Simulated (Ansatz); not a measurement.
# ZrC: the cost of one run

All numbers are computed with Ansatz 0.2.0 through its Python package. Level of theory: DFT PBEsol, plane waves, PAW.

The COD entry's cell or inner coordinates are ideal or old and differ from later refinements, so a difference from it is no clean test against experiment.

## 1. The structure

ZrC Fm-3m: It takes space group Fm-3m (No. 225, cubic). Conventional cell: a = 4.730 Å, b = 4.730 Å, c = 4.730 Å, α = 90.00°, β = 90.00°, γ = 90.00°. Zr (site symmetry m-3m) is surrounded by 6 C at 2.37 Å. C (site symmetry m-3m) is surrounded by 6 Zr at 2.37 Å.

ZrC P6_3/mmc: Symmetry: P6_3/mmc, No. 194, hexagonal system. The conventional cell has a = 3.391 Å, b = 3.391 Å, c = 5.290 Å, α = 90.00°, β = 90.00°, γ = 120.00°. Around Zr (site symmetry -6m2) lie 6 C at 2.36 Å. Around C (site symmetry -3m) lie 6 Zr at 2.36 Å.

Input file zrc_fm_3m.extxyz:

```xyz
2
Lattice="0.0 2.365 2.365 2.365 0.0 2.365 2.365 2.365 0.0" Properties=species:S:1:pos:R:3 pbc="T T T"
Zr    2.36500000    2.36500000    2.36500000
C     0.00000000    0.00000000    0.00000000
```

zrc_p6_3_mmc.extxyz, read by the script:

```xyz
4
Lattice="3.39147627 0.0 0.0 -1.69573814 2.93710461 0.0 0.0 0.0 5.290053" Properties=species:S:1:pos:R:3 pbc="T T T"
Zr   -0.00000002    1.95806975    1.32251325
Zr    1.69573815    0.97903486    3.96753975
C     0.00000000    0.00000000    0.00000000
C     0.00000000    0.00000000    2.64502650
```

## 2. The script

zrc.py

```python
# -*- coding: utf-8 -*-
import csv
import logging
import sys
import warnings

import ansatz as az
import numpy as np
import spglib

logging.basicConfig(stream=sys.stdout, format="[%(levelname)s] %(message)s")
logger = logging.getLogger("run")
logger.setLevel(logging.INFO)


def solve(name, crystal):
    calc = (
        crystal.calculation()
        .basis(550)
        .functional("pbesol")
        .kpoints(spacing=0.16)
        .occupations("fermi_dirac", width=0.1)
        .stress()
        .band_table()
    )
    calc = calc.relax(force_tolerance=0.02, max_steps=40, fix_cell=["shape"])
    return calc.run()


def pressure_gpa(outcome):
    return float(np.trace(outcome.report["stress_gpa"]) / 3)


def volume_per_atom(outcome):
    return abs(np.linalg.det(outcome.lattice.cell_ang)) / len(outcome.lattice.sites)


def space_group(outcome):
    sites = outcome.report["lattice"]["sites"]
    kinds = sorted({site["symbol"] for site in sites})
    cell = (outcome.lattice.cell_ang, [site["position_frac"] for site in sites], [kinds.index(site["symbol"]) for site in sites])
    return spglib.get_spacegroup(cell, symprec=0.01)

warnings.simplefilter("ignore", az.DeckWarning)

phases = {}
fm_3m = az.Crystal.from_extxyz("zrc_fm_3m.extxyz")
phases["Fm-3m"] = fm_3m
p6_3_mmc = az.Crystal.from_extxyz("zrc_p6_3_mmc.extxyz")
phases["P6_3/mmc"] = p6_3_mmc

done = {name: solve(name, crystal) for name, crystal in phases.items()}

energy = {name: o.report["energy_sigma0_ev"] / len(o.lattice.sites) for name, o in done.items()}
lowest = min(energy.values())
rows = [(name, len(o.lattice.sites), 1000 * (energy[name] - lowest), pressure_gpa(o), volume_per_atom(o), space_group(o)) for name, o in done.items()]
rows.sort(key=lambda row: row[2])
with open("polymorphs.csv", "w", newline="") as handle:
    writer = csv.writer(handle)
    writer.writerow(["phase", "atoms", "dE (meV/atom)", "P (GPa)", "V (A^3/atom)", "space group"])
    writer.writerows([round(v, 4) if isinstance(v, float) else v for v in row] for row in rows)
print(open("polymorphs.csv").read())
```

## 3. Running it

Launch:

```bash
> python zrc.py
```

Q: Estimate wall time and peak memory on 1 thread of Intel Xeon Platinum 8259CL at 2.50GHz (Skylake/Cascade Lake), shared host.

About 67 s, with a peak of 0.61 GiB.
